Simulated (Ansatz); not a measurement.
Working through a single point in a Gaussian basis of B2H6OSi, SMILES BOB[SiH3]

Computed with Ansatz 0.2.0 through its Python package.

Notebook, run cell by cell (the value of a cell's last expression is shown):

In [1]:
```python
from pathlib import Path
import json
import warnings

import ansatz as az
```

In [2]:
```python
warnings.simplefilter("ignore", az.DeckWarning)
```

In [3]:
```python
geometry = (
    az.Crystal.molecule()
    .atom("B", [-0.63, 1.4865, -1.1145])
    .atom("O", [0.6628, 1.1277, -0.7123])
    .atom("B", [0.5721, -0.3176, -0.5321])
    .atom("Si", [0.364, -1.0522, 1.247])
    .atom("H", [-0.9516, 1.5783, -2.2925])
    .atom("H", [-1.4739, 1.88, -0.3185])
    .atom("H", [0.8647, -1.0442, -1.4169])
    .atom("H", [0.3732, -2.5137, 1.173])
    .atom("H", [-1.028, -0.6155, 1.7719])
    .atom("H", [1.3299, -0.5805, 2.1978])
)

model = (
    geometry.calculation()
    .basis(gaussian="aug-cc-pVDZ")
    .functional("pbe0")
    .orbitals()
)
done = model.run(runs_dir="out")
summary = done.report
```

In [4]:
```python
summary["converged"], summary["free_energy_ev"]
```
Out [4]:
```text
(True, -11367.183546759414)
```

In [5]:
```python
summary["reference_energy_ev"]
```
Out [5]:
```text
-11367.183546759414
```

In [6]:
```python
summary["positions_ang"]
```
Out [6]:
```text
[[-0.63, 1.4865, -1.1145], [0.6628, 1.1277, -0.7123], [0.5721, -0.3176, -0.5321],
 [0.364, -1.0522, 1.247], [-0.9516, 1.5783, -2.2925], [-1.4739, 1.88, -0.3185],
 [0.8647, -1.0442, -1.4169], [0.3732, -2.5137, 1.173], [-1.028, -0.6155, 1.7719],
 [1.3299, -0.5805, 2.1978]]
```

In [7]:
```python
for key in ("converged", "free_energy_ev", "reference_energy_ev", "n_frozen", "n_occupied", "n_virtual"):
    print(f"{key:22s} {summary[key]}")
```
```text
converged              True
free_energy_ev         -11367.183546759414
reference_energy_ev    -11367.183546759414
n_frozen               0
n_occupied             [19, 19]
n_virtual              [131, 131]
```

In [8]:
```python
state = summary["mean_field"]["state"]
print(f"mean field: {state['energy']['hartree']:.7f} Ha, <S^2> = {abs(state['spin_squared']):.4f}, stability: {state.get('stability', {}).get('kind')}")
```
```text
mean field: -417.7362904 Ha, <S^2> = 0.0000, stability: minimum
```

In [9]:
```python
lines = Path(summary["orbitals_path"]).read_text().splitlines()
field_of = lambda key: [line.split("=")[1].strip() for line in lines if line.startswith(key)]
orbitals = [(27.211386 * float(e), s, float(n)) for e, s, n in zip(field_of("Ene="), field_of("Spin="), field_of("Occup="))]
homo = max(e for e, _, n in orbitals if n > 0.5)
lumo = min(e for e, _, n in orbitals if n < 0.5)
print(f"HOMO {homo:.3f} eV, LUMO {lumo:.3f} eV, gap {lumo - homo:.3f} eV")
with open("b2h6osi.json", "w") as handle:
    json.dump({k: summary[k] for k in ("free_energy_ev", "reference_energy_ev", "n_occupied", "n_virtual")}, handle, indent=1)
```
```text
HOMO -7.501 eV, LUMO -2.899 eV, gap 4.602 eV
```

It writes `b2h6osi.json`:
```json
{
 "free_energy_ev": -11367.183546759414,
 "reference_energy_ev": -11367.183546759414,
 "n_occupied": [
  19,
  19
 ],
 "n_virtual": [
  131,
  131
 ]
}
```

What to keep in mind:
- Total energies depend on the basis set; only differences at equal settings carry meaning.
- The geometry is a force-field or estimated start, not a minimum of this method, and the basis set is short of its limit.
- Levels such as HOMO and LUMO are orbital energies: with these approximate functionals they aren't the ionisation energy and electron affinity, and their gap isn't the fundamental gap.
- The whole script took 6.3 s on 1 thread of Intel(R) Xeon(R) 6975P-C (Granite Rapids) (shared host), peak memory 0.36 GiB.

(Lines on the test bed's own set-up are left out of the output.)
